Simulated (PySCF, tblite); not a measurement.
# C5HF3N2S: geometry, infrared bands and NMR shifts

Wanted: the infrared bands and NMR shifts of C5HF3N2S (`C#Cc1snnc1C(F)(F)F`), by calculation.

The runs use tblite 0.8.0 and PySCF 2.14.0, with density-fitted response routines of our own; the level of theory stands in each step. All values are computed, except where a source is named. Atoms count from 0, in the outputs and in this text.

## 1. The starting structure

12 atoms, charge 0, multiplicity 1; geometry from: force field or distance geometry start.

Bonds of the start (Å): C0–C1 1.23, C1–C2 1.42, C2–S3 1.85, S3–N4 1.84, N4–N5 1.25, N5–C6 1.30, C6–C7 1.52, C7–F8 1.38, C7–F9 1.36, C7–F10 1.37, C6–C2 1.37, C0–H11 1.06.

## 2. Relaxing the molecule with GFN2-xTB

Job settings and geometry (Å):

```
{"job": {"kind": "relax", "xc": "GFN2-xTB", "basis": "xTB"}, "charge": 0, "multiplicity": 1}
C      2.764800     0.195100     0.491900
C      1.604900     0.538900     0.245100
C      0.259800     0.903700    -0.020400
S     -0.463800     2.529100    -0.518000
N     -2.181100     1.882700    -0.588800
N     -2.005000     0.686500    -0.287200
C     -0.872100     0.126200     0.003700
C     -0.747600    -1.343900     0.380500
F     -1.994200    -1.930100     0.342200
F     -0.130300    -1.530100     1.582600
F     -0.001900    -1.965600    -0.586900
H      3.767700    -0.093300     0.694000
```

On the command line:

```console
$ OMP_NUM_THREADS=1 python probes_run.py task.json out
```

One launch serves the whole session: the jobs run in the order shown.

**Question.** This job is followed by: GFN2-xTB harmonic vibrations, gas phase; GIAO PBE0/pcSseg-1 NMR shielding, non-relativistic, gas phase. Predict these results of the whole session: strongest single infrared mode (GFN2-xTB); zero-point energy (GFN2-xTB); ¹³C shifts against TMS (PBE0/pcSseg-1); ¹H shifts against TMS (PBE0/pcSseg-1); ³³S shifts against CS2 (PBE0/pcSseg-1); ¹⁵N shifts against NH3 (PBE0/pcSseg-1); ¹⁹F shifts against CFCl3 (PBE0/pcSseg-1, means over atoms taken as alike).

**Answer**, as computed:

```
                                                                 quantity                                 value
                                strongest single infrared mode (GFN2-xTB)                 1029 cm⁻¹, 315 km/mol
                                             zero-point energy (GFN2-xTB)                         33.9 kcal/mol
                                   ¹³C shifts against TMS (PBE0/pcSseg-1)  157.5, 151.6, 130.3, 116.9, 73.4 ppm
                                    ¹H shifts against TMS (PBE0/pcSseg-1)                              4.53 ppm
                                   ³³S shifts against CS2 (PBE0/pcSseg-1)                               595 ppm
                                   ¹⁵N shifts against NH3 (PBE0/pcSseg-1)                      468.5, 457.0 ppm
¹⁹F shifts against CFCl3 (PBE0/pcSseg-1, means over atoms taken as alike)                             -73.2 ppm
```

In words: Over 42 steps the energy fell by 1.016 eV; of the close pairs, S3–N4 changed most, 1.836 to 1.654 Å. All 30 modes are real, so the xTB geometry is a minimum. The strongest single mode, at 1029 cm⁻¹, moves mainly C7. GFN2-xTB is a fitted tight-binding method: band positions and strengths are rough. Its intensities can rank the bands wrongly. At PBE0/pcSseg-1: The largest span, 746 ppm, is at N5, where the paramagnetic term is -525 ppm. NICS(1)zz of -30 ppm above the planar ring from C2 marks a diatropic (aromatic) ring current.
